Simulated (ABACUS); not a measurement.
The system is HfB.

```
CELL_PARAMETERS angstrom
0.00000 2.31000 2.31000
2.31000 0.00000 2.31000
2.31000 2.31000 0.00000
ATOMIC_POSITIONS crystal
Hf 0.50000 0.50000 0.50000
B 0.00000 0.00000 0.00000
```

Base run:

| Quantity | Value |
| --- | --- |
| Program | ABACUS 3.10.1 |
| Functional | PBE |
| Potentials or basis | PseudoDojo NC SR 0.4.1 PBE standard |
| Cutoff | 1034 eV |
| Density cutoff | 4136 eV |
| Basis | plane waves |
| k mesh | 10 × 10 × 10 |
| Occupations | fermi-dirac, width 0.05 eV |
| Spin | no spin polarisation |

Its results: band gap on the k mesh none (metal or under the smearing width); pressure 30.7 GPa.

The run is repeated on the same cell with these changes: cutoff from 1034 eV to 1361 eV; density cutoff from 4136 eV to 5442 eV; basis from plane waves to DZP LCAO (the cutoffs set its grid). What comes out?

Band gap on the k mesh none (metal or under the smearing width); pressure 31.5 GPa.

Caveats: a pressure of tens of GPa on the cell as given is suspect, and the run, the potentials or the cell itself is likely at fault; the atomic orbitals were generated for these runs and aren't a published set (some runs); the basis of atomic orbitals isn't converged, which shifts pressures, moduli and gaps (some runs).

Not every run made on this cell is shown here.
